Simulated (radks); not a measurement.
# Ga in [Ar] 3d10 4s2 4p0.5 4d0.5: an all-electron calculation

Aim: the levels, the sizes of the orbitals and the parts of the energy of neutral gallium.

The numbers are computed with radks (a radial shooting solver on a logarithmic mesh, Libxc functionals) version 1 (Dirac Kohn-Sham, PBEsol, spin-unpolarised, spherical densities, finite nucleus; open shells fill j = l - 1/2 first), except any that are marked as measured or tabulated.

### Step 1. What is computed

| Quantity | Value |
| --- | --- |
| element | gallium (Z = 31) |
| charge | 0 |
| electrons | 31 |
| configuration | [Ar] 3d10 4s2 4p0.5 4d0.5 |
| nuclear rms radius | 3.9973 fm |

### Step 2. The run

Input:

```text
Z 31
configuration [Ar] 3d10 4s2 4p0.5 4d0.5
relativity Dirac
functional pbe_sol,pbe_sol
spin unpolarised
j_filling energy
nucleus finite rms 3.9973 fm
c 137.035999084
```

Started as:

```
python run_ks.py task.json out
```

This one command runs every case of the session in turn.

What does the calculation give?

As calculated:

```
                        quantity                   value
                    total energy     -1942.46844 hartree
exchange-correlation share of it                  3.81 %
                            −T/E                  1.0198
          highest occupied level        4d3/2, -0.436 eV
    most extended occupied level  4d3/2, <r> = 14.9 bohr
 radius at density 0.001 e/bohr³               4.08 bohr
    maxima of the radial density                       4
```

4 principal shells are occupied and 4 maxima appear in the radial density. Relativity lifts −T/E to 1.020. This is not the tabulated ground configuration, so its levels and sizes aren't those of the ground state, and no measured value stands beside it.
